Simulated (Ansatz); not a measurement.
SiNi2:

```xyz
12
Lattice="4.9900 0.0000 0.0000 0.0000 3.7200 0.0000 0.0000 0.0000 7.0300" Properties=species:S:1:pos:R:3 pbc="T T T"
Ni    1.6218    2.7900    6.5871
Ni    3.3683    0.9300    0.4429
Ni    0.8732    0.9300    3.0721
Ni    4.1167    2.7900    3.9579
Ni    2.2854    2.7900    2.0879
Ni    2.7046    0.9300    4.9421
Ni    0.2096    0.9300    5.6029
Ni    4.7804    2.7900    1.4271
Si    3.9221    2.7900    6.2286
Si    1.0679    0.9300    0.8014
Si    3.5629    0.9300    2.7136
Si    1.4271    2.7900    4.3164
```

Base run:

```yaml
Program: Ansatz 0.2.0
Functional: PBE
Potentials_or_basis: Ansatz PAW
Cutoff: "420 eV (not typed: the program's choice for these potentials)"
k_mesh: 6 × 7 × 4
Occupations: fermi-dirac, width 0.05 eV
Spin: collinear spin, ferromagnetic start
Starting_moments: "[1.0, 1.0, 1.0, 1.0, 1.0, 1.0, 1.0, 1.0, 0.0, 0.0, 0.0, 0.0] μB"
```

Its results: band gap on the k mesh none (metal or under the smearing width); pressure 3.4 GPa; net moment 0.00 μB per cell; largest force 0.369 eV/Å.

The run is repeated on the same cell with these changes: occupations from fermi-dirac, width 0.05 eV to gaussian, width 0.011 eV. What comes out?

Band gap on the k mesh none (metal or under the smearing width); pressure 3.4 GPa; net moment 0.16 μB per cell; site moments Ni +0.01, +0.02; Si +0.00 μB; largest force 0.356 eV/Å.

Caveats: the starting moments weren't kept.
